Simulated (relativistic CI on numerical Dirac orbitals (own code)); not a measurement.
**S XV (S¹⁴⁺): levels and lines**

The task is the spectrum of S¹⁴⁺: levels, purity of their labels, lifetimes and lines; further runs change one setting each.

Method: Dirac-Coulomb-Breit CI, KLI orbitals optimised for each configuration, model QED (radiative potential, 1s self-energy scaled to tabulated hydrogen-like ionisation energies). Code: relativistic CI on numerical Dirac orbitals (own code) version 2.

### 1 The system

```
ion                       : S¹⁴⁺ (S XV)
nuclear charge            : 16
electrons                 : 2
isotope                   : A = 32
first configuration typed : 1s2
```

Outer shells as boxes (Hund's rule):

first configuration typed
```
1s [↑↓]
```

### 2 CI with the chosen configurations

The run's settings:

```ini
atom S  Z=16  charge=14  electrons=2
nucleus A=32  rms_radius_fm=3.2611
hamiltonian dirac-coulomb  breit=on  qed=on  c_scale=1
orbitals kli  potential=per-configuration
slater_scale 1
correlation none
mixing on
configurations
  1s2
  1s 2s
  1s 2p
  1s 3s
  1s 3p
  1s 3d
  1s 4s
  1s 4p
  1s 4d
  1s 4f
  1s 5s
  1s 5p
  1s 5d
  1s 5f
  1s 5g
  1s 6s
  1s 6p
  1s 6d
end
```

### 3 Slater integrals scaled by 0.9

Settings: those of step 2 with these lines changed.

```diff
@@ -4,3 +4,3 @@
 orbitals kli  potential=per-configuration
-slater_scale 1
+slater_scale 0.9
 correlation none
```

### 4 Without QED terms

Settings: those of step 3 with these lines changed.

```diff
@@ -2,5 +2,5 @@
 nucleus A=32  rms_radius_fm=3.2611
-hamiltonian dirac-coulomb  breit=on  qed=on  c_scale=1
+hamiltonian dirac-coulomb  breit=on  qed=off  c_scale=1
 orbitals kli  potential=per-configuration
-slater_scale 0.9
+slater_scale 1
 correlation none
```

### 5 The first configuration alone

The run's settings:

```ini
atom S  Z=16  charge=14  electrons=2
nucleus A=32  rms_radius_fm=3.2611
hamiltonian dirac-coulomb  breit=on  qed=on  c_scale=1
orbitals kli  potential=per-configuration
slater_scale 1
correlation none
mixing on
configurations
  1s2
end
```

(Steps that only read results are left out.)

**Question.** What will these runs give? Wanted: lowest level; first excitation; lowest level of the other parity; fastest E1 line; ionisation energy.

The runs gave:

| run | time | mean size of shift, levels followed (cm⁻¹) | lowest level | ionisation energy (eV) |
| --- | --- | --- | --- | --- |
| main run | 1.7 s | 0 | 1s2 1S0 | 3222.4 |
| Slater integrals scaled by 0.9 | 1.6 s | 3006 | 1s2 1S0 | 3222.4 |
| without QED terms | 0.57 s | 5453 | 1s2 1S0 | 3223.1 |
| the first configuration alone | 0.054 s | - | 1s2 1S0 | - |

The tabulated theoretical ionisation energy (NIST) is 3223.78 eV.

| quantity | value |
| --- | --- |
| lowest level | 1s2 1S0 |
| first excitation | 1s 2s 3S1, 2429.09 eV |
| lowest level of the other parity | 1s 2p 3P°0, 2445.55 eV |
| levels in the model | 59 |
| fastest E1 line (by rate) to the lowest level | 0.5040 nm, from 1s 2p 1P°1 |
| ionisation energy | 3222.4 eV |
| ionisation energy, tabulated theoretical (NIST) | 3223.78 eV |

**Reading.** 1s2 1S0 comes out lowest; its LS label holds 100 % and its jj label 100 %; over the low levels the means are 99 and 95 %, so both schemes do about equally well. Against the tabulated theoretical ionisation energy the result lies 0.042 % low. Of the changes tried, the run «without QED terms» moves the low levels most, by 5453 cm⁻¹ on average. Lifetimes count radiative decay inside the model alone.
